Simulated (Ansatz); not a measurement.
Geometry optimisation, DFT PBE, scalar-relativistic, plane waves, PAW (Ansatz 0.2.0).

Input file:

```yaml
crystal:
  lattice:
    - [-4.46, 0.0, 0.0]
    - [0.0, -6.0, 0.0]
    - [-0.427472, 0.0, 4.439467]
  atoms:
    - { symbol: V, position: [0.75, 0.25, 0.75] }
    - { symbol: V, position: [0.25, 0.25, 0.25] }
    - { symbol: H, position: [0.0, 0.25, 0.0] }
    - { symbol: V, position: [0.25, 0.0, 0.75] }
    - { symbol: V, position: [0.75, 0.0, 0.25] }
    - { symbol: H, position: [0.5, 0.0, 0.0] }
    - { symbol: V, position: [0.75, 0.75, 0.75] }
    - { symbol: V, position: [0.25, 0.75, 0.25] }
    - { symbol: H, position: [0.0, 0.75, 0.0] }
    - { symbol: V, position: [0.25, 0.5, 0.75] }
    - { symbol: V, position: [0.75, 0.5, 0.25] }
    - { symbol: H, position: [0.5, 0.5, 0.0] }
    - { symbol: Li, position: [0.9021228, 0.5049759, 0.5931214] }
basis:
  ecutwfc: 420.0
kpoints:
  mp_grid: { grid: [3, 2, 3] }
hamiltonian:
  xc: pbe
scf:
  occupations: { method: fermi_dirac, width: 0.1 }
  lower_state_search: "off"
relax:
  f_tol: 0.08
  max_steps: 25
  adjacent_minimum: "off"
output:
  write_density: true
  write_potential: true
  elf: true
  volumetric_format: npy
```

Launched with:

```bash
$ ansatz run input.yaml --threads 1 --pin off --max-ram 3072MiB --backend cpu --events-out ev --progress --plain --runs-dir out
```

Question: Where does it end, and by what steps?

Answer: The run converged. The threshold is loose, so the end isn't yet a minimum. Limits of this set-up: coarse k mesh, odd electron count without spin, magnetic elements without spin. After 16 steps the energy has fallen by 4.664 eV; V10 moved furthest, 0.96 Å. Joined: H9–Li13.

| step | energy less start (eV) | largest force component (eV/Å) | accepted |
| --- | --- | --- | --- |
| 0 | 0.0000 | 4.867 | yes |
| 1 | -1.9260 | 3.061 | yes |
| 2 | -3.2197 | 0.759 | yes |
| 3 | -3.6065 | 0.957 | yes |
| 4 | -3.8560 | 0.549 | yes |
| 5 | -4.0167 | 0.561 | yes |
| 6 | -4.1414 | 0.297 | yes |
| 7 | -4.1806 | 0.563 | yes |
| 8 | -4.2260 | 0.243 | yes |
| 9 | -4.3040 | 0.299 | yes |
| 10 | -4.4043 | 0.485 | yes |
| 11 | -4.5126 | 0.513 | yes |
| 12 | -4.6284 | 0.345 | yes |
| 13 | -4.6535 | 0.176 | yes |
| 14 | -4.6584 | 0.150 | yes |
| 15 | -4.6623 | 0.089 | yes |
| 16 | -4.6637 | 0.037 | yes |

```xyz
13
Lattice="-4.4600 0.0000 0.0000 0.0000 -6.0000 0.0000 -0.4275 0.0000 4.4395" Properties=species:S:1:pos:R:3
V -3.919 -1.288 3.202
V -1.335 -1.457 0.899
H 0.337 -1.453 0.413
V -1.313 -0.024 3.057
V -3.499 0.083 1.066
H -1.981 0.108 0.083
V -3.148 -4.790 3.146
V -1.247 -4.510 1.019
H 0.324 -4.551 0.061
V -2.223 -2.549 3.029
V -3.515 -2.989 0.978
H -1.885 -3.054 0.292
Li -4.882 -3.557 3.147
```

Whether the end is a true minimum wasn't checked by a vibrational analysis.

Time of the run: 2.2 min on 1 thread of Intel(R) Xeon(R) Platinum 8259CL CPU @ 2.50GHz (Skylake/Cascade Lake), with other jobs on the host, peak memory 0.46 GiB.
